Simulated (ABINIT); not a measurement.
Crystal: OsI.

```
Os I
1.0
     3.33615    0.00000    0.00000
     0.00000    3.33615    0.00000
     0.00000    0.00000    3.33615
Os I
1 1
Direct
  0.50000 0.50000 0.50000
  0.00000 0.00000 0.00000
```

The cell was built by a generator and needn't be a form met in nature.

The cell isn't the ideal one: cell relaxed at zero pressure by an earlier run.

Base run:

- Program: ABINIT 10.8.3 (patched build)
- Functional: LDA-PZ
- Potentials or basis: PseudoDojo NC SR LDA v0.4 stringent
- Cutoff: 1034 eV
- k mesh: 8 × 8 × 8, shifted
- Occupations: fermi-dirac, width 0.05 eV
- Spin: no spin polarisation

Its results: pressure -1.3 GPa.

The run is repeated on the same cell with these changes: k mesh from 8 × 8 × 8, shifted to 5 × 5 × 5; other keys from diemac = 1000; diemix = 0.2; nline = 1 to none. What comes out?

Pressure 0.0 GPa.

Caveats: some runs use coarse meshes; an odd number of electrons without spin polarisation forces a metal (some runs); a magnetic or distorted state may lie lower (some runs).
